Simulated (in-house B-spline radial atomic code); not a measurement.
**Cs⁴⁺: a fraction of an electron removed from 5p**

The exact energy is linear between whole electron numbers. How far does RPBE stray from that for Cs⁴⁺, with charge removed from 5p step by step?

Method: scalar-relativistic (spin-free one-electron X2C) RPBE, spin-polarised, spherical fractional occupations, Fermi nucleus, basis-set limit. Code: in-house B-spline radial atomic code version 1.

### Step 1. The system

* element: caesium (Z = 55)
* charge: +4
* electrons: 51
* configuration: [Kr] 4d10 5s2 5p3
* Hamiltonian: scalar-relativistic (X2C)
* nucleus: Fermi, rms radius 4.804 fm

The outer shells:

[Kr] 4d10 5s2 5p3
```
[Kr] core
4d [↑↓][↑↓][↑↓][↑↓][↑↓]
5s [↑↓]
5p [↑ ][↑ ][↑ ]
```

Where spins are not typed, each open shell is filled with up spins first.

### Step 2. The start, at fraction 0

Input settings:

```ini
Z = 55
electrons = 51.0
configuration = [Kr] 4d10 5s2 5p3
hamiltonian = x2c
method = rpbe,pbe
spin_polarised = True
nucleus = fermi
rms_radius = 4.8041
mass_number = 133
atomic_mass = 132.905451958
speed_of_light = 137.035999084
```

### Step 3. 0.04 electron removed from 5p

The settings differ from step 2 so:

```diff
@@ -1,4 +1,4 @@
 Z = 55
-electrons = 51.0
-configuration = [Kr] 4d10 5s2 5p3
+electrons = 50.96
+configuration = [Kr] 4d10 5s2 5p2.96
 hamiltonian = x2c
```

### Step 4. 0.23 electron removed from 5p

The settings differ from step 3 so:

```diff
@@ -1,4 +1,4 @@
 Z = 55
-electrons = 50.96
-configuration = [Kr] 4d10 5s2 5p2.96
+electrons = 50.77
+configuration = [Kr] 4d10 5s2 5p2.77
 hamiltonian = x2c
```

### Step 5. 0.28 electron removed from 5p

The settings differ from step 4 so:

```diff
@@ -1,4 +1,4 @@
 Z = 55
-electrons = 50.77
-configuration = [Kr] 4d10 5s2 5p2.77
+electrons = 50.72
+configuration = [Kr] 4d10 5s2 5p2.72
 hamiltonian = x2c
```

### Step 6. 0.48 electron removed from 5p

The settings differ from step 5 so:

```diff
@@ -1,4 +1,4 @@
 Z = 55
-electrons = 50.72
-configuration = [Kr] 4d10 5s2 5p2.72
+electrons = 50.52
+configuration = [Kr] 4d10 5s2 5p2.52
 hamiltonian = x2c
```

### Step 7. 0.5 electron removed from 5p

The settings differ from step 6 so:

```diff
@@ -1,4 +1,4 @@
 Z = 55
-electrons = 50.52
-configuration = [Kr] 4d10 5s2 5p2.52
+electrons = 50.5
+configuration = [Kr] 4d10 5s2 5p2.5
 hamiltonian = x2c
```

### Step 8. 0.53 electron removed from 5p

The settings differ from step 7 so:

```diff
@@ -1,4 +1,4 @@
 Z = 55
-electrons = 50.5
-configuration = [Kr] 4d10 5s2 5p2.5
+electrons = 50.47
+configuration = [Kr] 4d10 5s2 5p2.47
 hamiltonian = x2c
```

### Step 9. 0.72 electron removed from 5p

The settings differ from step 8 so:

```diff
@@ -1,4 +1,4 @@
 Z = 55
-electrons = 50.47
-configuration = [Kr] 4d10 5s2 5p2.47
+electrons = 50.28
+configuration = [Kr] 4d10 5s2 5p2.28
 hamiltonian = x2c
```

### Step 10. 0.75 electron removed from 5p

The settings differ from step 9 so:

```diff
@@ -1,4 +1,4 @@
 Z = 55
-electrons = 50.28
-configuration = [Kr] 4d10 5s2 5p2.28
+electrons = 50.25
+configuration = [Kr] 4d10 5s2 5p2.25
 hamiltonian = x2c
```

### Step 11. 0.88 electron removed from 5p

The settings differ from step 10 so:

```diff
@@ -1,4 +1,4 @@
 Z = 55
-electrons = 50.25
-configuration = [Kr] 4d10 5s2 5p2.25
+electrons = 50.12
+configuration = [Kr] 4d10 5s2 5p2.12
 hamiltonian = x2c
```

### Step 12. 1 electron removed from 5p

The settings differ from step 11 so:

```diff
@@ -1,4 +1,4 @@
 Z = 55
-electrons = 50.12
-configuration = [Kr] 4d10 5s2 5p2.12
+electrons = 50.0
+configuration = [Kr] 4d10 5s2 5p2
 hamiltonian = x2c
```

**Question.** How does the energy change with the fraction, and which way and how far does it bend from the straight line between the ends?

As calculated:

| fraction | energy change (eV) | less the straight line (eV) | level 5p up (eV) | sum of <r²> (bohr²) |
| --- | --- | --- | --- | --- |
| 0 | 0.0000 | 0.0000 | -52.148 | 32.121 |
| 0.04 | 2.0951 | -0.2215 | -52.605 | 31.928 |
| 0.23 | 12.2969 | -1.0232 | -54.784 | 31.024 |
| 0.28 | 15.0505 | -1.1653 | -55.360 | 30.790 |
| 0.48 | 26.3532 | -1.4453 | -57.670 | 29.865 |
| 0.5 | 27.5090 | -1.4478 | -57.901 | 29.774 |
| 0.53 | 29.2512 | -1.4430 | -58.249 | 29.637 |
| 0.72 | 40.5281 | -1.1697 | -60.457 | 28.783 |
| 0.75 | 42.3471 | -1.0881 | -60.807 | 28.650 |
| 0.88 | 50.3505 | -0.6135 | -62.324 | 28.077 |
| 1 | 57.9136 | 0.0000 | -63.728 | 27.556 |

From fraction 0 to 1 the energy changes by 57.914 eV. It sags under the straight line by up to 1.45 eV (at 0.5); exact theory is straight between whole electron numbers, so this convex bend is an error (delocalisation) that favours fractional charges. Slater's transition state, the slope from the orbital energy at fraction 0.5 (Janak's theorem), gives 57.901 eV for the whole step. The tabulated ionisation energy is 56 ± 1.9 eV (tabulated theoretical; NIST Atomic Spectra Database), so the whole step is off by +1.91 eV, and minus the highest level at fraction 0 (52.148 eV) by -3.85 eV. Spin-orbit coupling is left out.
